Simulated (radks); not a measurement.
# Ionisation energy and size from Tb³⁺ to Lu³⁺

An exercise on one series of results from a longer session: the logs are not shown, and one member is left open.

Program: radks (a radial shooting solver on a logarithmic mesh, Libxc functionals) version 1. Level of theory: scalar-relativistic Kohn-Sham, PBEsol, spin-polarised, spherical densities, finite nucleus; open shells are filled with parallel spins first. These are calculated values, not measurements, unless marked.

### The system

* species: Tb³⁺, Dy³⁺, Ho³⁺, Er³⁺, Tm³⁺, Yb³⁺, Lu³⁺
* runs: 14, each species and its next ion

The first run:

Settings of this run:

```text
Z 65
configuration [Xe] 4f8
relativity scalar-relativistic
functional pbe_sol,pbe_sol
spin polarised
nucleus finite rms 5.06 fm
c 137.035999084
```

Among the steps run: Tb³⁺, [Xe] 4f8; Tb⁴⁺, [Xe] 4f7; Dy³⁺, [Xe] 4f9; Dy⁴⁺, [Xe] 4f8; Ho³⁺, [Xe] 4f10; Ho⁴⁺, [Xe] 4f9; Er³⁺, [Xe] 4f11; Er⁴⁺, [Xe] 4f10; Tm³⁺, [Xe] 4f12; Tm⁴⁺, [Xe] 4f11; Yb³⁺, [Xe] 4f13; Yb⁴⁺, [Xe] 4f12; Lu³⁺, [Xe] 4f14; Lu⁴⁺, [Xe] 4f13.

One table of the session follows, with a row left open; its other results are not shown here.

```
species  Δ-SCF (eV)  −ε(HOMO) (eV)  its <r> (bohr)
   Tb³⁺      40.911         31.398            1.52
   Dy³⁺      42.071         32.414            1.49
   Ho³⁺      43.131         33.336            1.46
   Er³⁺      44.102         34.174            1.44
   Tm³⁺      44.992         34.935            1.41
   Yb³⁺      45.809         35.629            1.39
   Lu³⁺           ?              ?               ?
```

Q: Estimate the row for Lu³⁺ from the others.

The run gave: Δ-SCF (eV): 46.558; −ε(HOMO) (eV): 36.260; its <r> (bohr): 1.37. In the column «Δ-SCF (eV)» it is the highest.

Limits of these values: For Tb³⁺, Dy³⁺, Ho³⁺, Er³⁺, Tm³⁺, Yb³⁺, Lu³⁺ the highest level isn't the widest one, so −ε(HOMO) and <r> belong to different orbitals, and Δ-SCF follows the ion's typed configuration. Open shells are spherical and high-spin; term and fine-structure splittings are not resolved.
